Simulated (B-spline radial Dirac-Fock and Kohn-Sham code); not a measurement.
**W⁵⁺: core levels and X-ray properties**

Aim: for W⁵⁺, compute the binding energy of each subshell and the widths and yields of its core holes.

Program: B-spline radial Dirac-Fock and Kohn-Sham code, version 3. Model: a free atom or ion on a radial basis; each step names its model. All values are calculated, but those marked as tabulated.

**1. The system**

Tungsten as W⁵⁺, configuration 1s2 2s2 2p6 3s2 3p6 3d10 4s2 4p6 4d10 4f14 5s2 5p6 5d1, inside a Watson sphere of charge -5 and radius 2.7 Å (a model of the Madelung potential; inside it an electron's potential energy is raised by 26.7 eV).

* nuclear charge: 74
* electrons: 69
* mass number: 184
* nuclear rms radius: 5.3658 fm

**2. Core and valence levels**

Model: Dirac-Fock average of configuration, Delta-SCF, finite nucleus, first-order Breit with its frequency dependence, self-energy and vacuum polarisation.

Settings, as recorded:

```ini
task = binding
Z = 74
charge = 5
configuration = 1s2 2s2 2p6 3s2 3p6 3d10 4s2 4p6 4d10 4f14 5s2 5p6 5d1
mass_number = 184
rms_radius = 5.3658  # fm
watson_charge = -5  # e
watson_radius = 2.7  # A
```

Main fields of the result record, rounded:

```text
{
  "status": "converged",
  "shells": ["K", "L1", "L2", "L3", "M1", "M2", "M3", "M4", "M5", "N1", "N2", "N3", "N4", "N5", "N6", "N7", "O1", "O2", "O3", "O4,5"],
  "total_energy_parts [Ha]": [-16083.74, 19.2297608, -2.036527, -0.333479604, 14.0058137, -2.52419545],
  "koopmans [eV]": [70001.0, 12245.8, 11685.9, 10330.4, 2907.2, 2658.96, 2361.28, 1949.0, 1884.92, 658.211, 554.171, 484.509, 313.328, 300.266, 84.1317, 81.7173, 125.287, 90.4849, 79.5269, 36.6832],
  "dirac_coulomb [eV]": [69915.0, 12195.1, 11630.7, 10278.3, 2879.36, 2630.1, 2334.07, 1919.08, 1855.59, 647.89, 544.037, 475.472, 304.662, 291.961, 76.9954, 74.7814, 123.974, 89.3345, 78.5981, 36.3184],
  "gaunt [eV]": [-252.105, -27.4993, -47.3928, -32.5345, -4.90612, -8.73321, -5.69369, -3.72041, -2.48884, -0.996614, -1.79624, -1.06184, -0.482722, -0.229926, 0.138853, 0.230013, -0.150679, -0.242049, -0.127224, -0.00364499],
  "retardation [eV]": [18.9083, 2.28778, 5.108, 5.10132, 0.393736, 0.920766, 0.925525, 0.367574, 0.357367, 0.088721, 0.202014, 0.195346, 0.0514213, 0.0495087, -0.0329491, -0.032465, 0.0124314, 0.0262713, 0.0255647, 0.0016345],
  "breit_frequency [eV]": [4.0633, -0.354572, -0.0435639, 1.78237, -0.0901355, -0.095944, 0.358166, -0.0378824, -2.15034e-06, -0.0236116, -0.0275997, 0.0800555, -0.0110032, -0.00230551, -0.00578025, -0.00609963, -0.00506186, -0.00565051, 0.0114792, -0.00144921],
  "self_energy [eV]": [-148.181, -21.3274, -0.13001, -1.56053, -4.88935, -0.129008, -0.389746, 0.35172, 0.175938, -1.17392, -0.0134836, -0.0728521, 0.0850145, 0.0494247, 0.0544193, 0.0447201, -0.204284, 0.00515133, -0.00338135, 0.0119615],
  "vacuum_polarisation [eV]": [28.1009, 3.79397, 0.159789, -0.138495, 0.845423, 0.0381099, -0.0377684, -0.0411213, -0.0391481, 0.203854, 0.00747022, -0.0107664, -0.0103561, -0.0099038, -0.00616735, -0.00603419, 0.0357785, 0.000295499, -0.00270328, -0.00169995],
  "binding [eV]": [69565.7, 12152.0, 11588.4, 10250.9, 2870.71, 2622.1, 2329.23, 1916.0, 1853.6, 645.988, 542.409, 474.602, 304.294, 291.817, 77.1438, 75.0116, 123.662, 89.1185, 78.5018, 36.3252],
  "mean_radius [bohr]": [0.0183458, 0.0768964, 0.0637314, 0.071647, 0.200092, 0.190411, 0.204964, 0.179737, 0.184228, 0.449785, 0.455666, 0.487021, 0.505288, 0.516486, 0.589268, 0.59787, 1.06695, 1.15579, 1.23915, 1.60822]
}
```

total_energy_parts: Dirac-Coulomb, Gaunt, retardation, frequency dependence, self-energy, vacuum polarisation. 

Each level as Koopmans' value plus corrections (eV):

```csv
level,-ε,relaxation,Breit,QED,binding
K,70001.0,-86.07,-229.13,-120.08,69565.7
L1,12245.8,-50.69,-25.57,-17.53,12152.0
L2,11685.9,-55.17,-42.33,0.03,11588.4
L3,10330.4,-52.09,-25.65,-1.70,10250.9
M1,2907.2,-27.85,-4.60,-4.04,2870.7
M2,2659.0,-28.86,-7.91,-0.09,2622.1
M3,2361.3,-27.22,-4.41,-0.43,2329.2
M4,1949.0,-29.92,-3.39,0.31,1916.0
M5,1884.9,-29.33,-2.13,0.14,1853.6
N1,658.2,-10.32,-0.93,-0.97,646.0
N2,554.2,-10.13,-1.62,-0.01,542.4
N3,484.5,-9.04,-0.79,-0.08,474.6
N4,313.3,-8.67,-0.44,0.07,304.3
N5,300.3,-8.31,-0.18,0.04,291.8
N6,84.13,-7.14,0.10,0.05,77.14
N7,81.72,-6.94,0.19,0.04,75.01
O1,125.3,-1.31,-0.14,-0.17,123.7
O2,90.48,-1.15,-0.22,0.01,89.12
O3,79.53,-0.93,-0.09,-0.01,78.50
"O4,5",36.68,-0.36,0.00,0.01,36.33
```

Line energies follow by subtraction:

```csv
line,energy (eV)
Kβ2' (K-N3),69091.1
Kβ2'' (K-N2),69023.3
Kβ1 (K-M3),67236.5
Kβ3 (K-M2),66943.6
Kα1 (K-L3),59314.8
Kα2 (K-L2),57977.3
Lγ4 (L1-O3),12073.5
Lγ3 (L1-N3),11677.4
Lγ2 (L1-N2),11609.6
Lγ1 (L2-N4),11284.1
Lγ5 (L2-N1),10942.4
Lβ7 (L3-O1),10127.3
Lβ2 (L3-N5),9959.1
Lβ15 (L3-N4),9946.6
```

**3. Decay of the holes**

Model: independent-particle rates: relativistic LDA orbitals of the hole state, multipoles to L = 3 (length form), Coulomb Auger matrix elements with a Latter-tail continuum; energies from Dirac-Fock.

The run's settings:

```ini
task = decay
holes = ["K", "L1", "L2", "L3", "M1", "M2", "M3", "M4", "M5", "N1", "N2", "N3", "N4", "N5", "N6", "N7"]
```

Main fields of the result record, rounded:

```text
{
  "status": "converged",
  "K": {
    "width_radiative": 37.267,
    "width_radiative_velocity": 38.104,
    "width_nonradiative": 1.5662,
    "coster_kronig": {},
    "radiative": [["L3", 59315.0, 18.835], ["L2", 57977.0, 10.838], ["M3", 67237.0, 3.8883], ["M2", 66944.0, 2.0], ["N3", 69091.0, 0.89011], ["N2", 69023.0, 0.4566]],
    "auger": [["L2L3", 47483.0, 0.36511], ["L1L2", 45613.0, 0.17243], ["L1L3", 46966.0, 0.15649], ["L3L3", 48832.0, 0.14857], ["L1L1", 45042.0, 0.12246], ["L2M3", 55557.0, 0.068757]]
  },
  "L1": {
    "width_radiative": 0.81862,
    "width_radiative_velocity": 0.82212,
    "width_nonradiative": 4.8416,
    "coster_kronig": {"L2": 0.87748, "L3": 2.0606},
    "radiative": [["M3", 9822.7, 0.33499], ["M2", 9529.9, 0.26662], ["N3", 11677.0, 0.086931], ["N2", 11610.0, 0.065366], ["L3", 1901.0, 0.016515], ["O3", 12073.0, 0.014655]],
    "auger": [["L3N5", 1572.9, 0.44454], ["L3N4", 1559.1, 0.35963], ["L3N7", 1796.1, 0.35721], ["M4M5", 8308.4, 0.31631], ["L3N6", 1793.7, 0.28605], ["L3N1", 1215.3, 0.2526]]
  },
  "L2": {
    "width_radiative": 1.3904,
    "width_radiative_velocity": 1.4199,
    "width_nonradiative": 3.4712,
    "coster_kronig": {"L3": 0.67752},
    "radiative": [["M4", 9672.4, 1.1375], ["N4", 11284.0, 0.21035], ["M1", 8717.7, 0.029493], ["N1", 10942.0, 0.0073602], ["O4", 11551.0, 0.0023593], ["O1", 11465.0, 0.0014038]],
    "auger": [["M4M5", 7744.9, 0.64732], ["M2M3", 6574.8, 0.28864], ["L3N4", 995.5, 0.25649], ["M2M5", 7043.6, 0.23938], ["L3N2", 754.45, 0.19366], ["M3M4", 7277.3, 0.19081]]
  },
  "L3": {
    "width_radiative": 1.247,
    "width_radiative_velocity": 1.2643,
    "width_nonradiative": 3.5576,
    "coster_kronig": {},
    "radiative": [["M5", 8397.3, 0.90532], ["N5", 9959.1, 0.15901], ["M4", 8334.9, 0.10262], ["M1", 7380.2, 0.045527], ["N4", 9946.6, 0.017711], ["N1", 9605.0, 0.010993]],
    "auger": [["M4M5", 6407.4, 0.7311], ["M5M5", 6472.1, 0.47452], ["M3M5", 6006.9, 0.35811], ["M3M4", 5939.8, 0.25394], ["M3M3", 5531.1, 0.22893], ["M2M3", 5237.4, 0.1823]]
  },
  "M1": {
    "width_radiative": 0.029558,
    "width_radiative_velocity": 0.028914,
    "width_nonradiative": 16.908,
    "coster_kronig": {"M2": 2.2599, "M3": 10.178, "M4": 1.4405, "M5": 2.0141},
    "radiative": [["N2", 2328.3, 0.01128], ["N3", 2396.1, 0.010714], ["M3", 541.48, 0.0030003], ["O3", 2792.2, 0.002103], ["O2", 2781.6, 0.0020924], ["M2", 248.61, 0.00013337]],
    "auger": [["M3N7", 435.39, 3.7299], ["M3N6", 432.63, 2.9784], ["M3N3", 33.326, 1.4996], ["M2N7", 142.14, 0.91896], ["M3N5", 216.13, 0.81481], ["M2N6", 140.36, 0.68984]]
  },
  "M2": {
    "width_radiative": 0.030363,
    "width_radiative_velocity": 0.029935,
    "width_nonradiative": 11.959,
    "coster_kronig": {"M3": 0.98048, "M4": 8.4995, "M5": 1.357},
    "radiative": [["N4", 2317.8, 0.020328], ["M4", 706.1, 0.0050566], ["N1", 1976.1, 0.0037277], ["O1", 2498.4, 0.00073542], ["O4", 2585.2, 0.00026364], ["N6", 2545.0, 0.00022502]],
    "auger": [["M4N7", 599.62, 3.0756], ["M4N6", 598.32, 2.0061], ["M5N2", 189.45, 0.85358], ["M4N3", 196.53, 0.8492], ["M4N1", 23.538, 0.77223], ["M4N2", 127.56, 0.76012]]
  },
  "M3": {
    "width_radiative": 0.031741,
    "width_radiative_velocity": 0.031344,
    "width_nonradiative": 8.9666,
    "coster_kronig": {"M4": 0.91642, "M5": 6.6872},
    "radiative": [["N5", 2037.4, 0.020759], ["N1", 1683.2, 0.005252], ["N4", 2024.9, 0.0026346], ["M5", 475.63, 0.0014793], ["O1", 2205.6, 0.0010153], ["O5", 2293.3, 0.00026083]],
    "auger": [["M5N7", 369.91, 2.5344], ["M5N6", 366.73, 2.1001], ["M5N5", 150.26, 0.8595], ["M5N4", 136.49, 0.62265], ["M4N7", 306.74, 0.29762], ["M5O3", 376.96, 0.22166]]
  },
  "M4": {
    "width_radiative": 0.037817,
    "width_radiative_velocity": 0.038219,
    "width_nonradiative": 1.758,
    "coster_kronig": {"M5": 0.011266},
    "radiative": [["N6", 1838.9, 0.035634], ["N2", 1373.6, 0.0016701], ["O2", 1826.9, 0.0002755], ["N3", 1441.4, 0.00019776], ["O3", 1837.5, 3.2591e-05], ["N4", 1611.7, 4.0653e-06]],
    "auger": [["N6N7", 1735.5, 0.33238], ["N4N5", 1289.6, 0.25412], ["N4N7", 1507.4, 0.15027], ["N3N4", 1107.0, 0.14359], ["N5N6", 1517.9, 0.13215], ["N4N4", 1277.5, 0.1267]]
  },
  "M5": {
    "width_radiative": 0.035743,
    "width_radiative_velocity": 0.035996,
    "width_nonradiative": 1.8216,
    "coster_kronig": {},
    "radiative": [["N7", 1778.6, 0.032525], ["N6", 1776.5, 0.0016682], ["N3", 1379.0, 0.0013253], ["O3", 1775.1, 0.00021823], ["N5", 1561.8, 4.2541e-06], ["N4", 1549.3, 1.1207e-06]],
    "auger": [["N6N7", 1673.0, 0.28911], ["N5N7", 1459.4, 0.20667], ["N5N5", 1240.1, 0.20515], ["N7N7", 1675.8, 0.19791], ["N4N5", 1227.2, 0.1822], ["N3N5", 1059.2, 0.13363]]
  },
  "N1": {
    "width_radiative": 0.00098488,
    "width_radiative_velocity": 0.00089714,
    "width_nonradiative": 11.626,
    "coster_kronig": {"N2": 1.2323, "N3": 6.7317, "N4": 0.87706, "N5": 1.1416, "N6": 0.82017, "N7": 0.72398},
    "radiative": [["N3", 171.39, 0.00049982], ["O2", 556.87, 0.00028252], ["O3", 567.49, 0.00014925], ["N2", 103.58, 5.2439e-05], ["N5", 354.17, 5.2851e-07], ["N4", 341.69, 2.8732e-07]],
    "auger": [["N3N7", 67.693, 2.1151], ["N3N6", 64.832, 1.6359], ["N3O3", 73.07, 1.0738], ["N2O3", 5.0303, 1.0399], ["N3O2", 61.308, 0.88494], ["N3O1", 25.716, 0.81778]]
  },
  "N2": {
    "width_radiative": 0.0016389,
    "width_radiative_velocity": 0.0014939,
    "width_nonradiative": 11.697,
    "coster_kronig": {"N3": 0.025302, "N4": 8.8925, "N5": 1.3714, "N6": 0.7878, "N7": 0.51755},
    "radiative": [["N4", 238.11, 0.0013693], ["O1", 418.75, 0.0002639], ["O4", 505.47, 3.3066e-06], ["N6", 465.27, 2.1748e-06], ["O3", 463.91, 2.0907e-07], ["N3", 67.807, 1.9749e-09]],
    "auger": [["N4N7", 133.8, 4.7741], ["N4N6", 134.06, 2.2522], ["N4O3", 139.58, 0.72772], ["N5N6", 144.31, 0.63298], ["N4O1", 92.386, 0.59818], ["N4O2", 128.24, 0.43938]]
  },
  "N3": {
    "width_radiative": 0.001031,
    "width_radiative_velocity": 0.00091346,
    "width_nonradiative": 9.4904,
    "coster_kronig": {"N4": 1.2052, "N5": 6.7517, "N6": 0.6743, "N7": 0.74757},
    "radiative": [["N5", 182.78, 0.00062145], ["O1", 350.94, 0.00034297], ["N4", 170.31, 5.479e-05], ["O5", 438.69, 8.8103e-06], ["O4", 437.66, 1.4839e-06], ["N7", 399.59, 1.1007e-06]],
    "auger": [["N5N7", 80.364, 2.1263], ["N5N6", 76.5, 1.9011], ["N5O3", 84.338, 1.0559], ["N5O2", 72.716, 0.76211], ["N5O1", 37.071, 0.74217], ["N7O3", 301.32, 0.43723]]
  },
  "N4": {
    "width_radiative": 0.0013594,
    "width_radiative_velocity": 0.0011917,
    "width_nonradiative": 6.9169,
    "coster_kronig": {"N6": 6.5232, "N7": 0.31073},
    "radiative": [["N6", 227.15, 0.0012276], ["O2", 215.18, 0.00011546], ["O3", 225.79, 1.6359e-05], ["O1", 180.63, 6.6622e-09], ["O4", 267.36, 1.859e-09], ["O5", 268.38, 7.233e-10]],
    "auger": [["N6N7", 123.75, 3.7096], ["N6N6", 122.25, 1.1883], ["N6O3", 128.79, 0.61088], ["N6O1", 81.686, 0.50138], ["N6O2", 117.48, 0.40058], ["N7O2", 119.43, 0.10795]]
  },
  "N5": {
    "width_radiative": 0.0012087,
    "width_radiative_velocity": 0.0010525,
    "width_nonradiative": 6.6141,
    "coster_kronig": {"N6": 2.8864, "N7": 3.629},
    "radiative": [["N7", 216.81, 0.001056], ["O3", 213.32, 0.00010176], ["N6", 214.67, 5.0865e-05], ["O1", 168.16, 5.4192e-09], ["O5", 255.9, 1.8723e-09], ["O4", 254.88, 5.1525e-10]],
    "auger": [["N6N7", 111.27, 2.5653], ["N7N7", 114.01, 1.9156], ["N7O3", 118.53, 0.57239], ["N7O1", 71.357, 0.50475], ["N7O2", 106.96, 0.49996], ["N6O3", 116.31, 0.098092]]
  },
  "N6": {
    "width_radiative": 2.5032e-07,
    "width_radiative_velocity": 3.3151e-07,
    "width_nonradiative": 0,
    "coster_kronig": {},
    "radiative": [["O4", 40.206, 2.3358e-07], ["O5", 41.227, 1.6738e-08], ["N7", 2.1323, 5.149e-14]],
    "auger": []
  },
  "N7": {
    "width_radiative": 2.3156e-07,
    "width_radiative_velocity": 3.1043e-07,
    "width_nonradiative": 0,
    "coster_kronig": {},
    "radiative": [["O5", 39.094, 2.3156e-07], ["O4", 38.074, 6.9443e-17]],
    "auger": []
  }
}
```

All in eV. For each hole the six strongest lines (shell, energy, width) and Auger groups (final holes, energy, width) are shown.

How each hole decays (widths in eV):

```csv
hole,radiative,Auger,Coster-Kronig,total,yield,lifetime (fs)
K (1s),37.3,1.57,0,38.8,0.960,0.0169
L1 (2s),0.819,1.90,2.94,5.66,0.145,0.116
L2 (2p1/2),1.39,2.79,0.678,4.86,0.286,0.135
L3 (2p3/2),1.25,3.56,0,4.80,0.260,0.137
M1 (3s),0.0296,1.02,15.9,16.9,0.00175,0.0389
M2 (3p1/2),0.0304,1.12,10.8,12.0,0.00253,0.0549
M3 (3p3/2),0.0317,1.36,7.60,9.00,0.00353,0.0731
M4 (3d3/2),0.0378,1.75,0.0113,1.80,0.0211,0.367
M5 (3d5/2),0.0357,1.82,0,1.86,0.0192,0.354
N1 (4s),9.85e-04,0.0990,11.5,11.6,8.47e-05,0.0566
N2 (4p1/2),0.00164,0.102,11.6,11.7,1.40e-04,0.0563
N3 (4p3/2),0.00103,0.112,9.38,9.49,1.09e-04,0.0693
N4 (4d3/2),0.00136,0.0830,6.83,6.92,1.96e-04,0.0951
N5 (4d5/2),0.00121,0.0986,6.52,6.62,1.83e-04,0.0995
N6 (4f5/2),2.50e-07,0,0,2.50e-07,1.00,2.63e+06
N7 (4f7/2),2.32e-07,0,0,2.32e-07,1.00,2.84e+06
```

Emission lines that fill the K hole:

```
  Kα2 57977.3      57.5 #############################
  Kα1 59314.8       100 ################################
  Kβ3 66943.6      10.6 ####################
  Kβ1 67236.5      20.6 ########################
Kβ2'' 69023.3      2.42 #############
 Kβ2' 69091.1      4.73 ################
 K-O2 69476.6     0.401 ####
 K-O3 69487.2     0.776 #######
```
(bars on a logarithmic scale, % of the strongest)

**4. What came out**

| quantity | value |
| --- | --- |
| deepest level listed, K (1s) | 69565.7 eV |
| least bound, O4,5 (5d) | 36.33 eV |
| Kα1 | 59314.8 eV |
| K hole: width, yield | 38.8 eV, 0.960 |
| its lifetime | 0.0169 fs |
| its strongest line | Kα1 (K-L3), 59314.8 eV |

In words: For K (1s), relaxation takes off 86.1 eV, Breit terms shift it by -229.13 and QED by -120.08 eV. With a yield of 0.96, X-ray emission is the main way out for the K hole, in 0.017 fs. Coster-Kronig decay rules L1, M1, M2, M3, N1, N2, N3, N4 and N5, where this model's widths can be far from the measured ones. The Hartree-Fock and Dirac-Fock values hold no electron correlation.
